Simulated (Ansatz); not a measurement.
# H2 with CH3Cl: superposition error and deformation

An exercise on one series of results from a longer session: the logs are not shown, and one member is left open.

The runs use Ansatz 0.2.0, Gaussian basis; PBE0-D4 structures, single points in def2-TZVPPD.

Levels: PBE-D4, revPBE-D4, BLYP-D4, r2SCAN-D4, B97M-V, PBE0-D4, B3LYP-D4, HSE06-D4, wB97X-V, wB97M-V, B2PLYP, Hartree-Fock, MP2, CCSD, CCSD(T).

Correlated methods freeze the cores. B3LYP uses VWN-RPA correlation. B2PLYP carries no dispersion term here.

130 further runs of the same task are left out: 1 that didn't finish, 129 set aside as unsound or not needed.

### The system as given

The relaxed pair: 7 atoms, charge 0, spin multiplicity 1.

Atoms are counted from 1 here; the program's logs count them from 0.

Bond lengths: H1–H2 0.747 Å, C3–Cl4 1.773 Å, C3–H5 1.087 Å, C3–H6 1.087 Å, C3–H7 1.088 Å. Angles: Cl4–C3–H5 108.6°, Cl4–C3–H6 108.6°, Cl4–C3–H7 108.5°, H5–C3–H6 110.3°, H5–C3–H7 110.3°, H6–C3–H7 110.4°.

Coordinates:

```mol
CH5Cl
  3D, bonds by distance, orders not assigned

  7  5  0  0  0  0  0  0  0  0999 V2000
    0.5024   -0.4056   -2.1538 H   0  0
    0.1173   -0.0955   -2.7144 H   0  0
   -0.2369    0.1916    0.9943 C   0  0
    1.1283   -0.9129    0.7469 Cl  0  0
    0.1158    1.0617    1.5428 H   0  0
   -1.0047   -0.3279    1.5627 H   0  0
   -0.6222    0.4885    0.0215 H   0  0
  1  2  8  0
  3  4  8  0
  3  5  8  0
  3  6  8  0
  3  7  8  0
M  END
```

Atoms 1 to 2 are fragment A (H2), the rest fragment B (CH3Cl). From earlier runs, pair energy (eV) and counterpoise interaction (kJ/mol):

| method | E(pair) | interaction |
| --- | --- | --- |
| PBE-D4 | -13634.58504 | -3.73 |
| revPBE-D4 | -13639.16689 | -2.76 |
| BLYP-D4 | -13640.71653 | -1.99 |
| r2SCAN-D4 | -13639.79591 | -1.84 |
| B97M-V | -13638.13914 | -2.93 |
| PBE0-D4 | -13635.85642 | -3.21 |
| B3LYP-D4 | -13642.26452 | -2.40 |
| HSE06-D4 | -13635.55532 | -3.26 |
| wB97X-V | -13639.22889 | -2.76 |
| wB97M-V | -13639.69606 | -2.54 |
| B2PLYP | -13636.72462 | -1.01 |
| Hartree-Fock | -13613.15886 | 1.03 |
| MP2 | -13624.27326 | -2.17 |
| CCSD(T) | -13625.75787 | -2.10 |

First each fragment is run alone in its own basis, frozen in the shape it has in the pair (a, b).

Set-up of the first run:

Contents of a/in.yaml:

```yaml
crystal:
  periodic: [false, false, false]
  atoms:
    - {symbol: H, position_ang: [0.502442, -0.405626, -2.153828]}
    - {symbol: H, position_ang: [0.117297, -0.095523, -2.714412]}
basis:
  gaussian: {orbitals: "def2-TZVPPD.json"}
hamiltonian: {xc: pbe, dispersion: d4}
```

Contents of b/in.yaml:

```yaml
crystal:
  periodic: [false, false, false]
  atoms:
    - {symbol: C, position_ang: [-0.236931, 0.191602, 0.994314]}
    - {symbol: Cl, position_ang: [1.128310, -0.912860, 0.746909]}
    - {symbol: H, position_ang: [0.115848, 1.061708, 1.542848]}
    - {symbol: H, position_ang: [-1.004722, -0.327909, 1.562664]}
    - {symbol: H, position_ang: [-0.622246, 0.488507, 0.021504]}
basis:
  gaussian: {orbitals: "def2-TZVPPD.json"}
hamiltonian: {xc: pbe, dispersion: d4}
```

The basis file named in the input lies beside it (Basis Set Exchange, JSON).

The same command starts each run, in its folder.

Run with:

```bash
$ ansatz run in.yaml --threads 2 --pin off --events-out ev --progress --plain --max-ram 5222MiB
```

Steps of the session up to this table: PBE-D4/def2-TZVPPD; r2SCAN-D4/def2-TZVPPD; PBE0-D4/def2-TZVPPD; B3LYP-D4/def2-TZVPPD; wB97X-V/def2-TZVPPD; wB97M-V/def2-TZVPPD; B2PLYP/def2-TZVPPD; BLYP-D4/def2-TZVPPD; revPBE-D4/def2-TZVPPD; B97M-V/def2-TZVPPD; HSE06-D4/def2-TZVPPD; CCSD(T)/def2-TZVPPD; Relaxing H2 alone; Relaxing CH3Cl alone.

One table of the session follows, with a row left open; its other results are not shown here.

| method | interaction with counterpoise (kJ/mol) |
| --- | --- |
| PBE-D4 | -3.73 |
| revPBE-D4 | -2.76 |
| BLYP-D4 | -1.99 |
| r2SCAN-D4 | -1.84 |
| B97M-V | -2.93 |
| PBE0-D4 | -3.21 |
| B3LYP-D4 | -2.40 |
| HSE06-D4 | -3.26 |
| wB97X-V | -2.76 |
| wB97M-V | -2.54 |
| B2PLYP | -1.01 |
| Hartree-Fock | 1.03 |
| MP2 | -2.17 |
| CCSD | ? |
| CCSD(T) | -2.10 |

**Question.** Estimate the row for CCSD.

As computed: interaction with counterpoise (kJ/mol): -1.69. In the column «interaction with counterpoise (kJ/mol)» it lies between r2SCAN-D4 (-1.84) and B2PLYP (-1.01).
